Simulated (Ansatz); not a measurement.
Runs of Ansatz 0.2.0 on Hf2Pd2Se2Br2O3. It takes space group Cm (No. 8, monoclinic). The conventional cell has a = 15.354 Å, b = 3.419 Å, c = 13.208 Å, α = 90.00°, β = 107.63°, γ = 90.00°. Hf (site symmetry m) is surrounded by 3 O at 1.97 to 2.13 Å. Around Hf (site symmetry m) lie 3 O at 1.87 to 2.09 Å. Around Pd (site symmetry m) lie 2 O at 2.23 Å and 2 Se at 2.41 Å. Pd (site symmetry m) is surrounded by 4 Se at 2.42 to 2.60 Å. Se (site symmetry m) has 2 Pd at 2.42 Å and 1 Hf at 2.76 Å as nearest neighbours. Se (site symmetry m) has 4 Pd at 2.41 to 2.60 Å as nearest neighbours. Br (site symmetry m) is surrounded by 3 Hf at 2.82 to 3.06 Å and 3 O at 3.21 to 3.22 Å. Br (site symmetry m) is surrounded by 2 Hf at 2.73 Å. The cell was built by a generator and needn't be a form met in nature.

| task | level | spin | cell | k mesh | cutoff (eV) | points for each segment of the path | gap on the mesh (eV) | pressure (GPa) | largest force (eV/Å) |
| --- | --- | --- | --- | --- | --- | --- | --- | --- | --- |
| single point | PBE | off | atoms moved at random, drawn with an rms of 0.05 Å | 8 × 8 × 2 | 420 | - | 0.79 | -0.8 | 1.62 |
| band structure | r2SCAN | SOC, no magnetisation | as given | 6 × 6 × 2 | 500 | 10 | (c) | -1.5 | (b) |
| single point | PBE | off | as given | 8 × 8 × 2 | 420 | - | 0.84 | 0.0 | 0.01 |
| band structure | PBEsol | off | as given | 8 × 8 × 2 | 420 | 10 | 0.81 | -2.5 | (a) |

Alike in all rows: potentials or basis Ansatz PAW; smearing fermi-dirac 0.05 eV.

Q: Fill in the values left out.

A: (a) 0.35; (b) 0.54; (c) 0.78.

Caveats: spin-orbit coupling is left out, which moves the levels of the heavy elements (some runs); the PAW data sets come from PBE, with cores solved anew for the run's functional, which leaves a small shift of forces and pressure (some runs); the k mesh misses the band edges, so the gap on the mesh is wider than the one along the path (some runs).

A k mesh can miss the band edges, and rows without SOC leave out spin-orbit coupling on Br, Hf, Pd, Se.
